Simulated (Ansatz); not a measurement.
# Al3InH: the cost of one run

Computed with Ansatz 0.2.0 (DFT PBE, scalar-relativistic, plane waves, PAW, unless a step's input says otherwise).

## (1) The system as given

The structure is cubic, space group Pm-3m (No. 221). The conventional cell has a = 4.382 Å, b = 4.382 Å, c = 4.382 Å, α = 90.00°, β = 90.00°, γ = 90.00°. Al (site symmetry 4/mmm) is surrounded by 2 H at 2.19 Å. In (site symmetry m-3m) has 12 Al at 3.10 Å as nearest neighbours. Around H (site symmetry m-3m) lie 6 Al at 2.19 Å.

As a file:

```cif
data_structure
_symmetry_space_group_name_H-M 'P 1'
_symmetry_Int_Tables_number 1
_cell_length_a 4.3821
_cell_length_b 4.3821
_cell_length_c 4.3821
_cell_angle_alpha 90.000
_cell_angle_beta 90.000
_cell_angle_gamma 90.000
_cell_volume 84.15
loop_
_atom_site_label
_atom_site_type_symbol
_atom_site_fract_x
_atom_site_fract_y
_atom_site_fract_z
_atom_site_occupancy
Al1 Al 0.50000 0.00000 0.00000 1
Al2 Al 0.00000 0.50000 0.00000 1
Al3 Al 0.00000 0.00000 0.50000 1
In1 In 0.50000 0.50000 0.50000 1
H1 H 0.00000 0.00000 0.00000 1
```

The cell is invented: species swapped into a database cell of MgNi3B (Pm-3m, No. 221), with In on the Mg sites, Al on the Ni sites and H on the B sites. Its size is a rough estimate.

## (2) Probe: one point on a coarse mesh

File input.yaml:

```yaml
crystal:
  lattice:
    - [4.38213744, 0.0, 0.0]
    - [0.0, 4.38213744, 0.0]
    - [0.0, 0.0, 4.38213744]
  atoms:
    - { symbol: Al, position: [0.5, 0.0, 0.0] }
    - { symbol: Al, position: [0.0, 0.5, 0.0] }
    - { symbol: Al, position: [0.0, 0.0, 0.5] }
    - { symbol: In, position: [0.5, 0.5, 0.5] }
    - { symbol: H, position: [0.0, 0.0, 0.0] }
basis:
  ecutwfc: 420
kpoints:
  mp_grid: { grid: [4, 4, 4] }
hamiltonian:
  xc: pbe
scf:
  occupations: { method: gaussian, width: 0.1 }
  lower_state_search: "off"
output:
  forces: true
  stress: true
  eigenvalues: true
```

On the command line:

```bash
$ ansatz run input.yaml --threads 1 --pin off --max-ram 2048MiB --backend cpu --events-out ev --progress --plain --runs-dir out
```

**Question.** How long does this run take on 1 thread of Arm Neoverse V1, shared host, and how much memory does it need?

About 1.3 s, with a peak of 0.29 GiB.
